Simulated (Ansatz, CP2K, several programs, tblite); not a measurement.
Energy against volume for NaScSe2, ordered on the rocksalt lattice (P4/nmm) with 8 atoms a cell, at fixed shape and fractional coordinates, computed by several methods (PBE and r2SCAN, where shown, with plane waves in Ansatz); the cell shown is that of r2SCAN. With free coordinates or axes held, a curve is too stiff, and on another method's shape its minimum isn't the method's own volume. The symmetry is P4/nmm (No. 129, tetragonal); a = 3.993 Å, c = 11.591 Å in the conventional setting, 23.10 Å³ an atom. Around Na lie 6 Se at 2.86–3.27 Å; around Se lie 1 Sc at 2.44 Å and 5 Na at 2.86–3.02 Å; around Se lie 5 Sc at 2.85 Å and 1 Na at 3.27 Å; around Sc lie 6 Se at 2.44–2.85 Å. (Calculated; spin-unpolarised; the phase may be known or hypothetical.) Energies count from each curve's lowest point; fits are third-order Birch-Murnaghan.

Space group P4/nmm:1 (No. 129). a = 3.993 Å, b = 3.993 Å, c = 11.591 Å, α = 90.00°, β = 90.00°, γ = 90.00°
```tsv
atom	site	symmetry	x	y	z
Na	2c	4mm	0.5000	0.0000	0.8887
Se	2c	4mm	0.5000	0.0000	0.1496
Se	2c	4mm	0.0000	0.5000	0.3933
Sc	2c	4mm	0.5000	0.0000	0.3604
```

GFN1-xTB (tblite), on the shape of the cell shown, as a cluster of 72 atoms at the zone centre:
```tsv
V (Å³/atom)	E (meV/atom)
20.330	0.00
21.716	1.90
23.102	26.62
24.488	69.14
25.874	125.72
```
The lowest point is an end point, so the minimum isn't bracketed.

PBE/SZV (CP2K), on the shape of the cell shown:
```tsv
V (Å³/atom)	E (meV/atom)
20.330	81.71
21.716	21.00
23.102	0.00
24.488	11.27
25.874	44.56
```
V₀ = 23.26 Å³ an atom and B₀ = 57 GPa.

PBE/DZVP (CP2K), on the shape of the cell shown:
```tsv
V (Å³/atom)	E (meV/atom)
20.330	93.89
21.716	28.26
23.102	0.00
24.488	3.56
25.874	29.32
```
The points scatter about a smooth fit, so no fit is quoted.

r2SCAN, on the shape of its own relaxed cell:

| V (Å³/atom) | E (meV/atom) |
| --- | --- |
| 21.716 | 16.86 |
| 22.409 | 3.99 |
| 23.102 | 0.00 |
| 23.795 | 3.61 |
| 24.488 | 13.75 |

V₀ = 23.10 Å³ an atom and B₀ = 58 GPa.

light PBE (260 eV, its own mesh), on the shape of the cell shown:
```csv
V (Å³/atom),E (meV/atom)
21.254,69.94
22.178,31.13
23.102,6.71
24.026,0.00
24.950,7.41
25.874,21.40
```
The points scatter about a smooth fit, as a low cutoff and a light mesh can make them, so no fit is quoted.
